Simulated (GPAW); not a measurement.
Here is a GPAW 26.7.0 calculation.

Contents of run.py:

```python
from ase.dft.bandgap import bandgap
from ase.io import read, write
from ase.units import GPa
from gpaw import GPAW, PW, setup_paths

setup_paths.insert(0, '.')

atoms = read('POSCAR')

calc = GPAW(mode=PW(800),
            xc='LDA',
            kpts={'size': (9, 9, 9), 'gamma': True},
            occupations={'name': 'fermi-dirac', 'width': 0.05},
            setups={'F': 'jth', 'Si': 'jth'},
            nbands=-8,
            convergence={'density': 1e-05, 'energy': 1e-05},
            maxiter=150,
            txt='gpaw.txt')
atoms.calc = calc
energy = atoms.get_potential_energy()
forces = atoms.get_forces()
stress = atoms.get_stress()
calc.write('gs.gpw')
write('result.traj', atoms)
print(f'Energy: {energy:.6f} eV')
print('Forces (eV/A):')
print(forces.round(4))
print('Stress (GPa):', (stress / GPa).round(3))
print('Fermi level:', round(calc.get_fermi_level(), 4), 'eV')
print(f'Gap: {bandgap(calc)[0]:.4f} eV, direct: {bandgap(calc, direct=True)[0]:.4f} eV')

path = atoms.cell.bandpath('GXMGRX,MR', npoints=60, eps=1e-4)
bs_calc = calc.fixed_density(kpts=path, symmetry='off', nbands=-16,
                             convergence={'bands': 'CBM+6.0', 'eigenstates': 1e-6}, txt='bands.txt')
bs = bs_calc.band_structure()
bs.write('bs.json')
print(f'Gap on the path: {bandgap(bs_calc)[0]:.4f} eV')
```

POSCAR

```
SiF
1.0
    3.0286000000      0.0000000000      0.0000000000
    0.0000000000      3.0286000000      0.0000000000
    0.0000000000      0.0000000000      3.0286000000
Si F
1 1
Direct
    0.5000000000      0.5000000000      0.5000000000
    0.0000000000      0.0000000000      0.0000000000
```

Potentials or basis: JTH PAW 2.0, LDA, pw.

Launch:

```sh
$ OMP_NUM_THREADS=1 python run.py
```

Predict the band gap along the path.

none (metal or under the smearing width).

Predict the pressure.

-6.4 GPa.

Levels at the corners of the path, in eV from the Fermi level:
```
point  band 1  band 2  band 3  band 4  band 5  band 6  band 7  band 8  band 9  band 10
    Γ  -23.80   -8.91   -5.30   -5.30   -5.30    5.10    5.10    5.10    5.90     5.90
    X  -23.55   -9.82   -4.96   -4.96   -2.67   -2.56    4.95    4.95    7.97    13.09
    M  -23.37   -7.25   -7.25   -5.74   -4.76    0.91    0.91    6.19    6.49    11.86
    Γ  -23.80   -8.91   -5.30   -5.30   -5.30    5.10    5.10    5.10    5.90     5.90
    R  -23.22   -6.16   -6.16   -6.16   -2.92   -0.92   -0.92   -0.92    9.14     9.14
    X  -23.55   -9.82   -4.96   -4.96   -2.67   -2.56    4.95    4.95    7.97    13.09
    M  -23.37   -7.25   -7.25   -5.74   -4.76    0.91    0.91    6.19    6.49    11.86
    R  -23.22   -6.16   -6.16   -6.16   -2.92   -0.92   -0.92   -0.92    9.14     9.14
```

Caveat: the program truncates these outside data sets; an odd number of electrons without spin polarisation forces a metal; a magnetic or distorted state may lie lower.
